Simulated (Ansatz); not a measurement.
# Sn: a tetragonal deformation path

One table from this session's results is given with a row withheld; the runs are named, their logs left out.

Computed with Ansatz 0.2.0 (DFT PBE, scalar-relativistic, plane waves, PAW, unless a step's input says otherwise).

1 further run of the same task is left out (set aside as unsound or not needed).

### The system as given

The structure is tetragonal, space group I4_1/amd (No. 141). Conventional cell: a = 5.880 Å, b = 5.880 Å, c = 3.199 Å, α = 90.00°, β = 90.00°, γ = 90.00°. Sn (site symmetry -4m2) is surrounded by 6 Sn at 3.05 to 3.20 Å.

Coordinates:

```xyz
2
Lattice="-2.9401 2.9401 1.5993 2.9401 -2.9401 1.5993 2.9401 2.9401 -1.5993" Properties=species:S:1:pos:R:3 pbc="T T T"
Sn    0.0000    2.9401    0.7997
Sn    0.0000    0.0000    0.0000
```

Source of the structure: the Materials Project (structure only).

Set-up of the first run:

input.yaml reads:

```yaml
crystal:
  lattice:
    - [-2.9401404553, 2.9401404553, 1.5993019889]
    - [2.9401404553, -2.9401404553, 1.5993019889]
    - [2.9401404553, 2.9401404553, -1.5993019889]
  atoms:
    - { symbol: Sn, position: [0.75, 0.25, 0.5] }
    - { symbol: Sn, position: [0.0, 0.0, 0.0] }
basis:
  ecutwfc: 420
kpoints:
  mp_grid: { grid: [6, 6, 6] }
hamiltonian:
  xc: pbe
scf:
  occupations: { method: gaussian, width: 0.1 }
output:
  forces: true
  stress: true
  eigenvalues: true
```

The run is started by

```bash
$ ansatz run input.yaml --threads 1 --pin off --max-ram 2560MiB --backend cpu --events-out ev --progress --plain --runs-dir out
```

Steps of the session up to this table: Probe: one point at the start; Zero of the scan; At ρ = 0.850; ρ = 1.200; Point ρ = 0.920; At ρ = 1.100; At ρ = 0.960; At ρ = 1.050; Point ρ = 0.800; Point ρ = 1.300.

One of the session's tables, all rows but one given; the rest of the session is left out.

```
    ρ  ΔE (meV/atom)  pressure (GPa)
0.800          244.7             6.0
0.850              ?               ?
0.920           22.8             1.8
0.960            5.0             1.4
1.000            0.0             1.4
1.050            8.9             1.6
1.100           30.5             2.1
1.200           94.5             3.7
1.300          169.8             5.6
```

Estimate the missing values for ρ = 0.850.

Worked estimate for «ΔE (meV/atom)». A straight line through the neighbours (0.800, 244.7) and (0.920, 22.8) gives 244.7 + (22.8 − 244.7) × (0.850 − 0.800) / (0.920 − 0.800) = 152.2; a parabola fitted to 3 rows on both sides gives 121.5.

**Answer.** ΔE (meV/atom): 117.0; pressure (GPa): 3.6. In «ΔE (meV/atom)» the line misses by +35.2 and the parabola by +4.5.

To keep in mind: The settings of these runs were drawn from a wide range and may not be converged.
